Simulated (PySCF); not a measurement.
**C5H6BN: electronic excitations and core binding energies**

Aim: predict the electronic excitations and core binding energies of C5H6BN (`CC#CC#CBN`).

Computed with PySCF 2.14.0, with density-fitted response routines of our own, on a single molecule in the gas phase. Atoms count from 0, in the outputs and in this text.

**1. Starting geometry**

13 atoms, charge 0, multiplicity 1; geometry from: GFN2-xTB.

Bonds of the start (Å): C0–C1 1.44, C1–C2 1.21, C2–C3 1.36, C3–C4 1.22, C4–B5 1.51, B5–N6 1.39, C0–H7 1.09, C0–H8 1.09, C0–H9 1.09, B5–H10 1.17, N6–H11 1.01, N6–H12 1.01.

**2. Excited states and response: PBE0/def2-SVPD**

Job settings and geometry (Å):

```
{"job": {"kind": "uv", "xc": "PBE0", "basis": "def2-SVPD", "nstates": 8, "ntriplets": 3}, "charge": 0, "multiplicity": 1}
C     -3.785466     0.126763     0.099678
C     -2.346180     0.103989     0.190177
C     -1.141061     0.084657     0.268596
C      0.213572     0.057493     0.354677
C      1.425819     0.030381     0.432592
B      2.932276    -0.001820     0.554557
N      3.701063    -0.260982    -0.569273
H     -4.127388    -0.600607    -0.637689
H     -4.124940     1.118382    -0.201974
H     -4.226552    -0.117113     1.066946
H      3.458655     0.188441     1.587190
H      3.309724    -0.431960    -1.480917
H      4.706088    -0.297138    -0.560881
```

Level: TDDFT PBE0/def2-SVPD, vertical, gas phase, core orbitals frozen in the response.

On the command line:

```console
$ OMP_NUM_THREADS=1 python probes_run.py task.json out
```

The driver reads the jobs from task.json and runs them one after another.

**Question.** This job is followed by: delta-SCF UKS SCAN, pcX-2 on the ionised atom, pcseg-1 elsewhere, spin-free X2C. What will the session give for the following? lowest singlet (PBE0/def2-SVPD); brightest single state of those computed; lowest triplet; C1s binding energies, SCAN/pcX-2 (standing for 1 of 5 atoms); B1s binding energies, SCAN/pcX-2; N1s binding energies, SCAN/pcX-2.

The runs gave:

| quantity | value |
| --- | --- |
| lowest singlet (PBE0/def2-SVPD) | 3.96 eV (313 nm), f = 0.000 |
| brightest single state of those computed | state 6, 6.53 eV, f = 0.837 |
| lowest triplet | 3.40 eV |
| C1s binding energies, SCAN/pcX-2 (standing for 1 of 5 atoms) | C0 291.58 eV |
| B1s binding energies, SCAN/pcX-2 | B5 195.33 eV |
| N1s binding energies, SCAN/pcX-2 | N6 405.01 eV |

In words: The lowest singlet, at 3.96 eV, is HOMO→LUMO 0.98 and is dark; of the 8 states computed, the strongest absorption comes from state 6 at 6.53 eV. The lowest triplet lies 0.55 eV below the lowest singlet (triplets in Tamm-Dancoff, singlets in full TDDFT).
